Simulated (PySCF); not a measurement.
# C₂H₅BrSi: NMR shieldings

Aim: compute the NMR shieldings of C₂H₅BrSi (`Br[SiH]1CC1`).

Computed with PySCF 2.14.0 and routines of our own; the level stands in each step. Atoms count from 0.

## 1. The starting structure

9 atoms, charge 0, multiplicity 1; geometry from: GFN2-xTB.

## 2. NMR shieldings: PBE/pcSseg-1 Br:us-x2c-TZVPall-2c, spin–orbit

What the job is given:

```
{"job": {"kind": "hnmr", "xc": "PBE", "basis": {"default": "pcSseg-1", "Br": "us-x2c-TZVPall-2c"}, "rel": "so"}, "charge": 0, "multiplicity": 1}
Br     2.656002    -0.061838    -1.018735
Si     0.992418     0.014973     0.451041
C     -0.617568    -0.773965    -0.090083
C     -0.609950     0.773005    -0.153590
H      1.512314     0.070121     1.793271
H     -1.284193    -1.209535     0.640283
H     -0.687210    -1.284141    -1.041313
H     -1.273877     1.272542     0.537110
H     -0.674374     1.204831    -1.143162
```

With the program's defaults for keys left out, this is: PBE/pcSseg-1 Br:us-x2c-TZVPall-2c GIAO NMR shielding, X2C with spin-orbit coupling, screened-nuclear two-electron part, Gaussian nuclei, gas phase.

Launch:

```bash
> OMP_NUM_THREADS=1 python heavy_run.py task.json out
```

One launch serves the whole session: the jobs run in the order shown.

Standard output:

```text
spin-free SCF
coarse grid: 36464 points
cycle   1  E = -2974.8549606797  dE =  2.330e-01  |g| = 5.912e-01  |ddm| = 2.934e+00
cycle   2  E = -2974.5484426842  dE =  3.065e-01  |g| = 1.122e+00  |ddm| = 1.948e+00
cycle   3  E = -2974.9340841719  dE = -3.856e-01  |g| = 1.402e-01  |ddm| = 1.680e+00
cycle   4  E = -2974.9406209942  dE = -6.537e-03  |g| = 4.541e-02  |ddm| = 2.729e-01
cycle   5  E = -2974.9410743837  dE = -4.534e-04  |g| = 2.589e-02  |ddm| = 7.161e-02
cycle   6  E = -2974.9411723730  dE = -9.799e-05  |g| = 4.065e-03  |ddm| = 2.295e-02
cycle   7  E = -2974.9411770169  dE = -4.644e-06  |g| = 8.512e-04  |ddm| = 4.762e-03
final grid: 74280 points
cycle   8  E = -2974.9411385359  dE =  3.794e-07  |g| = 1.458e-03  |ddm| = 3.014e-03
cycle   9  E = -2974.9411368965  dE =  1.639e-06  |g| = 2.729e-03  |ddm| = 4.958e-03
cycle  10  E = -2974.9411392057  dE = -2.309e-06  |g| = 2.454e-04  |ddm| = 3.201e-03
cycle  11  E = -2974.9411392194  dE = -1.371e-08  |g| = 6.053e-05  |ddm| = 2.652e-04
cycle  12  E = -2974.9411392204  dE = -9.709e-10  |g| = 8.713e-06  |ddm| = 7.425e-05
converged SCF energy = -2974.9411392204
two-component SCF
cycle   1  E = -2974.8755367550  dE = -2.975e+03  |FDS-SDF| = 8.975e+00
cycle   2  E = -2975.0167674405  dE = -1.412e-01  |FDS-SDF| = 8.650e-03
cycle   3  E = -2975.0167675685  dE = -1.280e-07  |FDS-SDF| = 1.638e-03
cycle   4  E = -2975.0167675843  dE = -1.582e-08  |FDS-SDF| = 9.971e-04
cycle   5  E = -2975.0167676740  dE = -8.967e-08  |FDS-SDF| = 1.291e-04
cycle   6  E = -2975.0167676786  dE = -4.633e-09  |FDS-SDF| = 3.701e-05
converged, E = -2975.0167676786

Field gradients (au) and densities at the nuclei (bohr^-3)
atom        Vxx        Vyy        Vzz        centre      nuclear mean
  0 Br    -2.5063    -2.5170     5.0233      39290.503      39261.948
  1 Si    -0.3826    -0.4020     0.7846       1575.923       1575.903
  2 C     -0.0566    -0.0750     0.1316        114.384        114.384
  3 C     -0.0567    -0.0746     0.1313        114.384        114.384
  4 H     -0.0854    -0.0964     0.1818          0.362          0.362
  5 H     -0.1567    -0.1799     0.3367          0.381          0.381
  6 H     -0.1555    -0.1782     0.3337          0.378          0.378
  7 H     -0.1568    -0.1799     0.3368          0.381          0.381
  8 H     -0.1556    -0.1782     0.3338          0.378          0.378
without picture change
  0 Br                           5.1863                     60063.872

Core orbital energies (eV)
atom   shell        mean    spread
  0 Br 1s       -13302.451   0.000
  0 Br 2s        -1731.397   0.000
  0 Br 3s         -236.918   0.000
  0 Br 4s          -19.919   0.000
  0 Br 2p1/2     -1558.838   0.000
  0 Br 2p3/2     -1511.909   0.050
  0 Br 3p1/2      -176.997   0.000
  0 Br 3p3/2      -170.207   0.149
  0 Br 3d3/2       -66.381   0.157
  0 Br 3d5/2       -65.349   0.208
  1 Si 1s        -1785.022   0.000
  1 Si 2s         -139.015   0.000
  1 Si 3s          -17.002   0.000
  1 Si 2p1/2       -95.555   0.000
  1 Si 2p3/2       -94.926   0.074

Shielding tensors (ppm)
atom      isotropic    diamagn.    paramagn.     s11        s22        s33       span
  0 Br     3041.05     2987.97       53.08    2705.38    2974.84    3442.92     737.54
  1 Si      404.09      864.95     -460.86     251.51     331.88     628.87     377.36
  2 C       179.64      253.50      -73.86     157.97     176.38     204.57      46.60
  3 C       179.63      253.49      -73.86     157.97     176.58     204.35      46.38
  4 H        26.96       27.95       -0.99      20.97      24.17      35.73      14.76
  5 H        30.68       30.58        0.10      25.50      26.74      39.82      14.32
  6 H        30.41       30.71       -0.30      25.66      28.04      37.54      11.88
  7 H        30.69       30.58        0.11      25.49      26.75      39.83      14.34
  8 H        30.41       30.71       -0.30      25.66      28.03      37.53      11.87
```

Run time: 16 s. Hardware: 1 thread of Intel Xeon 6975P-C, shared host; peak memory 0.87 GiB.

From this job:

```csv
quantity,value
energy from spin-orbit coupling,-0.0756 Eh
```

## 3. NMR shieldings: PBE/pcSseg-1 Br:us-x2c-TZVPall-2c, spin-free

Settings changed since step 2:

```diff
@@ -1,2 +1,2 @@
-{"job": {"kind": "hnmr", "xc": "PBE", "basis": {"default": "pcSseg-1", "Br": "us-x2c-TZVPall-2c"}, "rel": "so"}, "charge": 0, "multiplicity": 1}
+{"job": {"kind": "hnmr", "xc": "PBE", "basis": {"default": "pcSseg-1", "Br": "us-x2c-TZVPall-2c"}, "rel": "sf"}, "charge": 0, "multiplicity": 1}
 Br     2.656002    -0.061838    -1.018735
```

Method: PBE/pcSseg-1 Br:us-x2c-TZVPall-2c GIAO NMR shielding, spin-free X2C, Gaussian nuclei, gas phase.

Standard output:

```text
spin-free SCF
coarse grid: 36464 points
cycle   1  E = -2974.8549606797  dE =  2.330e-01  |g| = 5.912e-01  |ddm| = 2.934e+00
cycle   2  E = -2974.5484426842  dE =  3.065e-01  |g| = 1.122e+00  |ddm| = 1.948e+00
cycle   3  E = -2974.9340841719  dE = -3.856e-01  |g| = 1.402e-01  |ddm| = 1.680e+00
cycle   4  E = -2974.9406209942  dE = -6.537e-03  |g| = 4.541e-02  |ddm| = 2.729e-01
cycle   5  E = -2974.9410743837  dE = -4.534e-04  |g| = 2.589e-02  |ddm| = 7.161e-02
cycle   6  E = -2974.9411723730  dE = -9.799e-05  |g| = 4.065e-03  |ddm| = 2.295e-02
cycle   7  E = -2974.9411770169  dE = -4.644e-06  |g| = 8.512e-04  |ddm| = 4.762e-03
final grid: 74280 points
cycle   8  E = -2974.9411385359  dE =  3.794e-07  |g| = 1.458e-03  |ddm| = 3.014e-03
cycle   9  E = -2974.9411368965  dE =  1.639e-06  |g| = 2.729e-03  |ddm| = 4.958e-03
cycle  10  E = -2974.9411392057  dE = -2.309e-06  |g| = 2.454e-04  |ddm| = 3.201e-03
cycle  11  E = -2974.9411392194  dE = -1.371e-08  |g| = 6.053e-05  |ddm| = 2.652e-04
cycle  12  E = -2974.9411392204  dE = -9.709e-10  |g| = 8.713e-06  |ddm| = 7.425e-05
converged SCF energy = -2974.9411392204
check of the scalar solution
cycle   1  E = -2974.9411392204  dE = -2.975e+03  |FDS-SDF| = 8.713e-06
cycle   2  E = -2974.9411392204  dE =  1.046e-11  |FDS-SDF| = 1.146e-05
converged, E = -2974.9411392204

Field gradients (au) and densities at the nuclei (bohr^-3)
atom        Vxx        Vyy        Vzz        centre      nuclear mean
  0 Br    -2.5082    -2.5189     5.0271      39287.830      39259.274
  1 Si    -0.3831    -0.4026     0.7858       1575.925       1575.906
  2 C     -0.0565    -0.0751     0.1316        114.384        114.384
  3 C     -0.0567    -0.0746     0.1313        114.384        114.384
  4 H     -0.0854    -0.0964     0.1818          0.362          0.362
  5 H     -0.1567    -0.1799     0.3366          0.381          0.381
  6 H     -0.1555    -0.1781     0.3337          0.378          0.378
  7 H     -0.1568    -0.1799     0.3368          0.381          0.381
  8 H     -0.1556    -0.1782     0.3337          0.378          0.378
without picture change
  0 Br                           5.1922                     60064.408

Core orbital energies (eV)
atom   shell        mean    spread
  0 Br 1s       -13302.652   0.000
  0 Br 2s        -1731.431   0.000
  0 Br 3s         -236.923   0.000
  0 Br 4s          -19.919   0.000
  0 Br 2p        -1527.301   0.075
  0 Br 3p         -172.431   0.226
  0 Br 3d          -65.763   0.234
  1 Si 1s        -1785.026   0.000
  1 Si 2s         -139.019   0.000
  1 Si 3s          -17.002   0.000
  1 Si 2p          -95.139   0.125

Shielding tensors (ppm)
atom      isotropic    diamagn.    paramagn.     s11        s22        s33       span
  0 Br     2756.04     3137.06     -381.02    2385.04    2692.81    3190.27     805.23
  1 Si      395.89      875.19     -479.31     241.56     306.74     639.37     397.81
  2 C       177.66      253.17      -75.51     157.63     171.37     203.97      46.34
  3 C       177.64      253.17      -75.53     157.63     171.54     203.73      46.10
  4 H        26.79       27.94       -1.15      20.32      24.31      35.74      15.42
  5 H        30.69       30.58        0.12      25.35      26.97      39.76      14.41
  6 H        30.48       30.70       -0.22      25.89      28.02      37.54      11.65
  7 H        30.70       30.57        0.12      25.34      26.98      39.77      14.43
  8 H        30.48       30.69       -0.22      25.89      28.01      37.53      11.65
```

It took 7.9 s on 1 thread of Intel Xeon 6975P-C, shared host; peak memory 0.77 GiB.

## 4. Shieldings side by side

```csv
run,Br0,Si1,C3,C2,H4,H6,H8,time
"step 2, PBE/pcSseg-1 Br:us-x2c-TZVPall-2c, spin–orbit",3041.0,404.1,179.6,179.6,27.0,30.4,30.4,16 s
"step 3, PBE/pcSseg-1 Br:us-x2c-TZVPall-2c, spin-free",2756.0,395.9,177.6,177.7,26.8,30.5,30.5,7.9 s
```

## 5. Outcome

| quantity | value |
| --- | --- |
| energy from spin-orbit coupling (step 2, PBE/pcSseg-1 Br:us-x2c-TZVPall-2c, spin–orbit) | -0.0756 Eh |
| shieldings (step 2, PBE/pcSseg-1 Br:us-x2c-TZVPall-2c, spin–orbit) | Br0 3041.0, Si1 404.1, C2 179.6, C3 179.6 ppm |
| shieldings (step 3, PBE/pcSseg-1 Br:us-x2c-TZVPall-2c, spin-free) | Br0 2756.0, Si1 395.9, C2 177.7, C3 177.6 ppm |

What this shows: In step 2, Br0 has the widest tensor, 738 ppm. Br0 moves most between the runs, by 285 ppm; the labels say what changes from run to run.
